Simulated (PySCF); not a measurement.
**GeHCl: triplet, from a bent start**

The task is one start of a wider search on GeHCl: the triplet, from a bent start. It is relaxed, tested by its Hessian and followed downhill if it is a saddle.

Computed with PySCF 2.14.0. Level: PBE0, basis Ge def2-TZVP, H def2-TZVP, Cl def2-TZVP, no relativity, density fitting.

## 1. Starting geometry

3 atoms, charge 0, spin multiplicity 3.

Bond lengths: Ge1–H2 1.530 Å, Ge1–Cl3 2.200 Å. Angles: H2–Ge1–Cl3 110.0°.

```xyz
3
charge 0 multiplicity 3
Ge    0.0000    0.0000    0.0000
H    -1.2533    0.0000    0.8776
Cl    1.8021    0.0000    1.2619
```

## 2. Finding the electronic state

One driver script runs all steps and calls PySCF; scf.py shows how it sets up the SCF of each step. The optimiser is the driver's own. After this first run the driver tries any further starts and a stability analysis.

File scf.py:

```python
from pyscf import gto, scf, dft
mol = gto.M(atom='''
Ge     0.000000     0.000000     0.000000
H     -1.253300     0.000000     0.877600
Cl     1.802100     0.000000     1.261900''',
    basis={'Ge': 'def2-TZVP', 'H': 'def2-TZVP', 'Cl': 'def2-TZVP'},
    charge=0, spin=2)
mf = dft.UKS(mol, xc='PBE0')
mf.grids.atom_grid = (50, 194)
aux = {'Ge': 'def2-universal-JKFIT', 'H': 'def2-universal-JKFIT', 'Cl': 'def2-universal-JKFIT'}
mf = mf.density_fit(auxbasis=aux)
mf.conv_tol = 1e-08
mf.diis_space = 10
mf.max_cycle = 60
mf.init_guess = 'minao'
mf.verbose = 4
mf.kernel()
```

Started as:

```
$ OMP_NUM_THREADS=2 python axn.py task.json out
```

Log:

```text
init E= -2536.75294020665
[... the frontier-level lines of each cycle are left out ...]
cycle= 1 E= -2537.29832468368  delta_E= -0.545  |g|= 0.47  |ddm|= 1.21
cycle= 2 E= -2537.21712633808  delta_E= 0.0812  |g|= 0.659  |ddm|= 0.725
cycle= 3 E= -2537.35036248398  delta_E= -0.133  |g|= 0.0779  |ddm|= 0.488
cycle= 4 E= -2537.35346086132  delta_E= -0.0031  |g|= 0.0177  |ddm|= 0.0852
cycle= 5 E= -2537.3537150096  delta_E= -0.000254  |g|= 0.00257  |ddm|= 0.0277
cycle= 6 E= -2537.35372781697  delta_E= -1.28e-05  |g|= 0.00117  |ddm|= 0.00756
cycle= 7 E= -2537.35372950534  delta_E= -1.69e-06  |g|= 0.000387  |ddm|= 0.00248
cycle= 8 E= -2537.3537298651  delta_E= -3.6e-07  |g|= 0.000159  |ddm|= 0.00137
cycle= 9 E= -2537.35372989967  delta_E= -3.46e-08  |g|= 4.61e-05  |ddm|= 0.00039
cycle= 10 E= -2537.35372990263  delta_E= -2.96e-09  |g|= 1.4e-05  |ddm|= 0.000132
Extra cycle  E= -2537.35372990278  delta_E= -1.49e-10  |g|= 1.25e-05  |ddm|= 2.87e-05
converged SCF energy = -2537.35372990278  <S^2> = 2.0040254  2S+1 = 3.0026824
```

This step, with its further starts and checks, ran for 11 s (2 threads of Arm Neoverse V1, shared host).

Energies from each starting density:

| start | energy (Eh) |
| --- | --- |
| the minimal-basis guess | -2537.353730 |
| a thermally smeared density | -2537.353730 |
| a smeared PBE density | -2537.353730 |

No lower solution of this spin turned up from the other starts or in the test of internal stability.

## 3. Relaxation: bent start, triplet

The program finds Cs symmetry in the start, which this walk keeps.

Edit scf.py of step 2 so:

```diff
@@ -3,3 +3,3 @@
-Ge     0.000000     0.000000     0.000000
-H     -1.253300     0.000000     0.877600
-Cl     1.802100     0.000000     1.261900''',
+Ge    -0.561924     0.000000    -0.409577
+H     -1.815224     0.000000     0.468023
+Cl     1.240176     0.000000     0.852323''',
@@ -15 +14,0 @@
-mf.init_guess = 'minao'
```

The optimiser's trace:

| step | energy (Eh) | change (kJ/mol) | largest symmetric gradient (Eh/bohr) |
| --- | --- | --- | --- |
| 0 | -2537.353730 | 0.00 | 0.01844 |
| 1 | -2537.354899 | -3.07 | 0.00399 |
| 2 | -2537.354987 | -3.30 | 0.00071 |
| 3 | -2537.354990 | -3.31 | 0.00013 |

The walk took 6.6 s.

It settles in Cs symmetry, 3.3 kJ/mol below the start, after 3 steps: Ge–Cl 2.148 Å, Ge–H 1.556 Å; Cl–Ge–H 115.1°.

## 4. Is it a minimum? Harmonic modes

On the finer grid the gradient is checked again; gradients at displacements of ±0.02 bohr then give force constants and infrared intensities.

Edit scf.py of step 3 so:

```diff
@@ -3,3 +3,3 @@
-Ge    -0.561924     0.000000    -0.409577
-H     -1.815224     0.000000     0.468023
-Cl     1.240176     0.000000     0.852323''',
+Ge    -0.557280     0.000000    -0.385085
+H     -1.887300     0.000000     0.422927
+Cl     1.232759     0.000000     0.802900''',
@@ -9 +9 @@
-mf.grids.atom_grid = (50, 194)
+mf.grids.atom_grid = (75, 302)
@@ -12 +12 @@
-mf.conv_tol = 1e-08
+mf.conv_tol = 1e-10
```

This SCF starts from the last density.

Log of the central SCF (cycles and frontier levels):

```text
init E= -2537.35497235151
[... the frontier-level lines of each cycle are left out ...]
cycle= 1 E= -2537.35497235151  delta_E= -6.37e-12  |g|= 2.8e-06  |ddm|= 3.25e-06
Extra cycle  E= -2537.3549723515  delta_E= 1.32e-11  |g|= 3.68e-06  |ddm|= 3.71e-06
converged SCF energy = -2537.3549723515  <S^2> = 2.0039756  2S+1 = 3.0026493
```

The whole step took 41 s.

Geometry: Cs; Ge–Cl 2.148 Å, Ge–H 1.556 Å; Cl–Ge–H 115.1°.

Modes, for the most abundant isotopes:

```tsv
symmetry	ω (cm⁻¹)	IR (km/mol)	type
a'	424	42.1	stretch
a'	558	10.1	bend
a'	1970	22.1	stretch
```

No imaginary mode, so this is a minimum.

Constants and moments:

```
Dipole moment                                                   : 1.49 D
Highest occupied level                                          : -5.45 eV
Lowest empty level                                              : -4.32 eV
Rotational constants                                            : 8.651, 0.1513, 0.1487 cm⁻¹
Zero-point energy                                               : 17.7 kJ/mol
Principal polarisabilities                                      : 35.0, 37.9, 58.8 bohr³
Atomisation energy without zero-point energy                    : 529 kJ/mol
Principal traceless quadrupole moments about the centre of mass : -2.28, 0.71, 1.57 D Å
Entropy at 298.15 K and 1 bar (electronic part: spin only)      : 273.1 J/(mol K)
Heat capacity Cp at 298.15 K                                    : 44.0 J/(mol K)
Enthalpy at 298.15 K above 0 K                                  : 11.16 kJ/mol
Rotational symmetry number                                      : 1
Spin squared ⟨S²⟩                                               : 2.004
```

Populations by atom (charges in e):

| atom | Mulliken | Löwdin | polar tensor | spin (Mulliken) | Mayer order to Ge1 |
| --- | --- | --- | --- | --- | --- |
| Ge1 | 0.16 | -0.06 | 0.51 | 1.63 | – |
| H2 | 0.09 | -0.03 | -0.07 | 0.21 | 0.87 |
| Cl3 | -0.26 | 0.09 | -0.44 | 0.17 | 1.09 |

Outer orbital energies (eV). α occupied: -34.47, -23.18, -15.39, -11.35, -9.89, -9.86, -8.00, -5.45; empty: -0.62, 0.86, 3.86, 4.26. β occupied: -34.37, -34.31, -34.30, -22.87, -14.02, -10.61, -9.53, -9.50; empty: -4.32, -1.75, 0.14, 1.90.

Mulliken populations on Ge1: s 7.54, p 14.14, d 10.13, f 0.02.

## 5. What came out

| quantity | value |
| --- | --- |
| minimum | triplet, Cs |
| geometry | Ge–Cl 2.148 Å, Ge–H 1.556 Å; Cl–Ge–H 115.1° |
| wavenumbers (cm⁻¹) | 424 (a'), 558 (a'), 1970 (a') |
| dipole moment | 1.49 D |
| highest occupied, lowest empty level (either spin) | -5.45, -4.32 eV |
| polar-tensor charge of Ge1 | +0.51 e |
| zero-point energy | 17.7 kJ/mol |
| entropy at 298.15 K | 273.1 J/(mol K) |
| atomisation energy (no zero-point energy) | 529 kJ/mol |
| ⟨S²⟩ | 2.004 |

**Reading.** The molecule stays Cs, as typed, and the end point is a minimum. In the infrared the band at 424 cm⁻¹ (a', stretch) leads. Most of the spin sits on Ge1 (Mulliken spin 1.63, against 2 for the whole molecule). Only this shape and spin were tried, so other structures or states may lie lower.

The search up to here took 58 s.
